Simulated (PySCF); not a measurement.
# Cr²⁺, Cr³⁺: ionisation energy in jorge-DZP-DKH

Aim: the ionisation energy of chromium from differences of total energies, at each level of theory, and how far each lands from the tabulated value where there is one.

The numbers are computed with PySCF 2.14.0 (unrestricted determinants in a Gaussian basis, no spin-orbit coupling in the energies), except any that are marked as measured or tabulated.

## (1) Starting point

```
Element                                   : chromium (Z = 24)
Basis                                     : jorge-DZP-DKH
Hamiltonian                               : the spin-free X2C one-electron Hamiltonian (Gaussian nucleus)
State 1                                   : Cr²⁺: [Ar] 3d4, high-spin 5D determinant
State 2                                   : Cr³⁺: [Ar] 3d3, high-spin 4F determinant
Methods                                   : UHF, M06-L, MN15, MP2
Core shells frozen in the correlated runs : valence: [Ar] (for Cr²⁺)
```

Outer shells as boxes (Hund's rule):

Cr2+ [Ar] 3d4
```
[Ar] core
3d [↑ ][↑ ][↑ ][↑ ][  ]
```

Cr3+ [Ar] 3d3
```
[Ar] core
3d [↑ ][↑ ][↑ ][  ][  ]
```

The runs were made by one driver on top of PySCF. The scripts below sum up each run's settings (the driver also hands on starting orbitals that pick excited configurations, and frozen orbitals as a list rather than a count), and the logs come from the driver's own runs. The driver starts from symmetry-adapted Hartree-Fock orbitals, holds the occupation by maximum overlap and uses a logarithmic radial grid for functionals, so a plain start would take other cycles.

It was started by

```console
$ OMP_NUM_THREADS=1 python atomrun2.py TASK.json OUT
```

The integrals over 43 functions and the set-up took 0.11 s of CPU time.

## (2) Cr²⁺

**UHF**

Input file input.py:

```python
from pyscf import gto, scf, dft, mp, cc
import basis_set_exchange as bse
mol = gto.M(atom="Cr 0 0 0", charge=2, spin=4, symmetry="D2h",
            basis=gto.basis.parse(bse.get_basis("jorge-DZP-DKH", elements=["Cr"], fmt="nwchem", header=False)),
            nucmod="G")
mf = scf.UHF(mol).sfx2c1e()
mf.irrep_nelec = {'Ag': (4, 3), 'B1g': (1, 0), 'B2g': (1, 0), 'B3g': (1, 0), 'B1u': (2, 2), 'B2u': (2, 2), 'B3u': (2, 2)}
mf.kernel()
```

**M06-L**

input.py, as changed from the run before:

```diff
@@ -5,3 +5,3 @@
             nucmod="G")
-mf = scf.UHF(mol).sfx2c1e()
+mf = dft.UKS(mol, xc="M06L").sfx2c1e()
 mf.irrep_nelec = {'Ag': (4, 3), 'B1g': (1, 0), 'B2g': (1, 0), 'B3g': (1, 0), 'B1u': (2, 2), 'B2u': (2, 2), 'B3u': (2, 2)}
```

**MN15**

input.py, as changed from the run before:

```diff
@@ -5,3 +5,3 @@
             nucmod="G")
-mf = dft.UKS(mol, xc="M06L").sfx2c1e()
+mf = dft.UKS(mol, xc="MN15").sfx2c1e()
 mf.irrep_nelec = {'Ag': (4, 3), 'B1g': (1, 0), 'B2g': (1, 0), 'B3g': (1, 0), 'B1u': (2, 2), 'B2u': (2, 2), 'B3u': (2, 2)}
```

**MP2 (valence)**

input.py, as changed from the run before:

```diff
@@ -5,4 +5,5 @@
             nucmod="G")
-mf = dft.UKS(mol, xc="MN15").sfx2c1e()
+mf = scf.UHF(mol).sfx2c1e()
 mf.irrep_nelec = {'Ag': (4, 3), 'B1g': (1, 0), 'B2g': (1, 0), 'B3g': (1, 0), 'B1u': (2, 2), 'B2u': (2, 2), 'B3u': (2, 2)}
 mf.kernel()
+mp.UMP2(mf, frozen=9).kernel()
```

## (3) Cr³⁺, method by method

**UHF**

Input file input.py:

```python
from pyscf import gto, scf, dft, mp, cc
import basis_set_exchange as bse
mol = gto.M(atom="Cr 0 0 0", charge=3, spin=3, symmetry="D2h",
            basis=gto.basis.parse(bse.get_basis("jorge-DZP-DKH", elements=["Cr"], fmt="nwchem", header=False)),
            nucmod="G")
mf = scf.UHF(mol).sfx2c1e()
mf.irrep_nelec = {'Ag': (3, 3), 'B1g': (1, 0), 'B2g': (1, 0), 'B3g': (1, 0), 'B1u': (2, 2), 'B2u': (2, 2), 'B3u': (2, 2)}
mf.kernel()
```

**M06-L**

input.py, as changed from the run before:

```diff
@@ -5,3 +5,3 @@
             nucmod="G")
-mf = scf.UHF(mol).sfx2c1e()
+mf = dft.UKS(mol, xc="M06L").sfx2c1e()
 mf.irrep_nelec = {'Ag': (3, 3), 'B1g': (1, 0), 'B2g': (1, 0), 'B3g': (1, 0), 'B1u': (2, 2), 'B2u': (2, 2), 'B3u': (2, 2)}
```

**MN15**

input.py, as changed from the run before:

```diff
@@ -5,3 +5,3 @@
             nucmod="G")
-mf = dft.UKS(mol, xc="M06L").sfx2c1e()
+mf = dft.UKS(mol, xc="MN15").sfx2c1e()
 mf.irrep_nelec = {'Ag': (3, 3), 'B1g': (1, 0), 'B2g': (1, 0), 'B3g': (1, 0), 'B1u': (2, 2), 'B2u': (2, 2), 'B3u': (2, 2)}
```

**MP2 (valence)**

input.py, as changed from the run before:

```diff
@@ -5,4 +5,5 @@
             nucmod="G")
-mf = dft.UKS(mol, xc="MN15").sfx2c1e()
+mf = scf.UHF(mol).sfx2c1e()
 mf.irrep_nelec = {'Ag': (3, 3), 'B1g': (1, 0), 'B2g': (1, 0), 'B3g': (1, 0), 'B1u': (2, 2), 'B2u': (2, 2), 'B3u': (2, 2)}
 mf.kernel()
+mp.UMP2(mf, frozen=9).kernel()
```

Before running it: what results should come out?

**Answer**, as computed:

```
               quantity                                                          value
ionisation energy, Cr²⁺  UHF 29.938, MP2 (valence) 30.310 eV; reference 30.959 ± 0.025
```

What this shows: The methods span 1.861 eV, from UHF (29.938) to MN15 (31.800). The reference is uncertain or not like for like (spin-orbit coupling or other relativistic terms), so no ranking of close methods is drawn. All values hold for this basis alone; no basis-set limit was taken.
